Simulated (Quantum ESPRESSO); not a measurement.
## Tl3Cu under changes of volume

One of the cells (26.238 Å³/atom); the others are scaled copies at fixed shape and fractional positions:

```xyz
4
Lattice="4.7170 0.0000 0.0000 0.0000 4.7170 0.0000 0.0000 0.0000 4.7170" Properties=species:S:1:pos:R:3 pbc="T T T"
Tl    2.3585    2.3585    0.0000
Tl    2.3585    0.0000    2.3585
Tl    0.0000    2.3585    2.3585
Cu    0.0000    0.0000    0.0000
```

The cell comes from a database or a generator and needn't be the stable form of this composition.

| Item | Value |
| --- | --- |
| Program | Quantum ESPRESSO 7.5 |
| Functional | PBE |
| Potentials or basis | SSSP 1.3 efficiency PBE |
| Cutoff | 748 eV |
| Density cutoff | 5987 eV |
| k mesh | 6 × 6 × 6 |
| Occupations | fermi-dirac, width 0.05 eV |
| Spin | no spin polarisation |

| volume (Å³/atom) | energy over the lowest point (meV/atom) | pressure (GPa) |
| --- | --- | --- |
| 24.664 | 11.24 | 2.0 |
| 25.189 | 4.78 | 1.1 |
| 25.714 | 1.13 | 0.3 |
| 26.238 | 0.00 | -0.4 |
| 26.763 | 0.97 | -1.0 |
| 27.288 | 3.90 | -1.5 |
| 27.813 | ? | ? |

Task: What does the run at 27.813 Å³/atom give?

Result: Energy over the lowest point 8.47 meV/atom; pressure -2.0 GPa.

Worked out: A Birch-Murnaghan fit of order 3 (a polynomial in V^(-2/3)) to the other rows has its minimum at 26.25 Å³/atom with B0 = V·E''(V) = 33 GPa and B' = 5.6. It gives 8.47 meV/atom at 27.813 Å³/atom, against the run's 8.47, and -dE/dV = -1.6 GPa, against -2.0.

Energies are extrapolated to zero smearing.
